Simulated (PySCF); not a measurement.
# C2H5BrS2Si: the cost of one run

Computed with PySCF 2.14.0, with density-fitted response routines of our own, on a single molecule in the gas phase. Atoms are numbered from 0 throughout.

## 1. The starting structure

11 atoms, charge 0, multiplicity 1; geometry from: GFN2-xTB. The atoms were then displaced at random by about 0.01 Å, so the start is not that level's minimum.

Bonds of the start (Å): Br0–Si1 2.23, Si1–S2 2.15, S2–C3 1.78, C3–C4 1.52, C4–S5 1.82, S5–Si1 2.13, Si1–H6 1.45, C3–H7 1.11, C3–H8 1.11, C4–H9 1.07, C4–H10 1.10.

## 2. Optimising the geometry at PBE0-D3(BJ)/def2-SVP

What the job is given:

```
{"job": {"xc": "PBE0", "basis": "def2-SVP", "d3": "d3bj", "grid": 1, "shake": 0.01, "kind": "geom"}, "charge": 0, "multiplicity": 1}
Br     3.304340    -0.001750     1.330360
Si     1.727360    -0.053600    -0.248010
S      0.395350     1.635990    -0.231940
C     -0.999180     0.708600     0.383050
C     -1.122000    -0.663310    -0.268770
S      0.360330    -1.647730     0.106700
H      2.410140    -0.147540    -1.524160
H     -1.891050     1.311690     0.129610
H     -0.952420     0.631920     1.490690
H     -1.220550    -0.580440    -1.331600
H     -1.974190    -1.219660     0.148400
```

Command:

```console
$ OMP_NUM_THREADS=1 python probes_run.py task.json out
```

The driver reads the jobs from task.json and runs them one after another.

Q: Estimate the wall time and peak memory of this first job on 1 thread of Arm Neoverse V2, shared host.

About 2.8 min, with a peak of 0.57 GiB.
